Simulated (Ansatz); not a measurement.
I need a convergence test of the plane-wave cutoff of Mg₃Zr, space group Pm-3m. Use the Ansatz DFT code, driven from Python. Use (first run): LDA, PAW, cutoff 250 eV, 5×5×5 k-points, Gaussian smearing of 0.1 eV. The script varies cutoff (eV): 250, 350, 450, 550.

```
Mg Zr
1.0
     4.44221    0.00000    0.00000
     0.00000    4.44221    0.00000
     0.00000    0.00000    4.44221
Mg Zr
3 1
Direct
  0.50000 0.50000 0.00000
  0.50000 0.00000 0.50000
  0.00000 0.50000 0.50000
  0.00000 0.00000 0.00000
```

The script, `ecut.py`:
```python
# -*- coding: utf-8 -*-
"""Cutoff test for Mg3Zr."""

import warnings

import ansatz as az
from ase import Atoms
import pandas as pd


def main():
    warnings.simplefilter("ignore", az.DeckWarning)

    atoms = Atoms(
        ["Mg", "Mg", "Mg", "Zr"],
        scaled_positions=[
            (0.5, 0.5, 0.0),
            (0.5, 0.0, 0.5),
            (0.0, 0.5, 0.5),
            (0.0, 0.0, 0.0),
        ],
        cell=[
            (4.442205, 0.0, 0.0),
            (0.0, 4.442205, 0.0),
            (0.0, 0.0, 4.442205),
        ],
        pbc=True,
    )
    mg3zr = az.Crystal.from_ase(atoms)

    calc = mg3zr.calculation()
    calc = calc.occupations("Gaussian")
    calc = calc.kpoints(5, 5, 5).functional("lda")
    calc = calc.stress()

    rows = []
    for value in [250, 350, 450, 550]:
        r = calc.basis(value).run().report
        rows.append((value, r["free_energy_ev"] / len(r["lattice"]["sites"]), r["n_iterations"], sum(r["stress_gpa"][i][i] for i in range(3)) / 3, r["n_pw"]))

    table = pd.DataFrame(rows, columns=["cutoff (eV)", "F/atom (eV)", "iterations", "P (GPa)", "plane waves"])
    print(table.round(5).to_string(index=False))

    # differences from the last row
    for row in rows[:-1]:
        shift = 1000 * (row[1] - rows[-1][1])
        print(f"{row[0]}: {shift:+.2f} meV/atom" + ("  (within 5 meV)" if abs(shift) < 5 else ""))


if __name__ == "__main__":
    main()
```

```console
$ python ecut.py
 cutoff (eV)  F/atom (eV)  iterations  P (GPa)  plane waves
         250  -2445.30765           7 -2.77029          751
         350  -2445.50821           6 -2.84142         1309
         450  -2445.50988           6 -2.85059         1935
         550  -2445.50994           6 -2.85086         2553
250: +202.30 meV/atom
350: +1.73 meV/atom  (within 5 meV)
450: +0.06 meV/atom  (within 5 meV)
```

From 350 eV on it stays within 5 meV an atom of the value at 550 eV; the first row (250 eV) is off by 202.3 meV and the last but one by 0.06 meV. The energy falls steadily, as expected when plane waves are added. The pressure moves from -2.77 to -2.85 GPa (the program's stress holds a Pulay correction, so it settles early).

Reading the output:
- The mesh is modest for a metal, so energies can be off by several to tens of meV an atom and pressures by half a GPa or more; differences at equal mesh fare better.
- Pressure is positive in compression.
- The structure comes from a database of computed cells and needn't be a stable or known phase.
- Shifts are counted from the last row, which is itself no proven limit.
- The script silences the warnings on its input, which a real study should read.
- Hardware and time: 4.9 s on 1 thread of Arm Neoverse V2 (shared host), peak memory 0.44 GiB.

(A comment or docstring line of the script was reworded after the run, the code is as it ran; lines on the test bed's own set-up are left out of the output.)
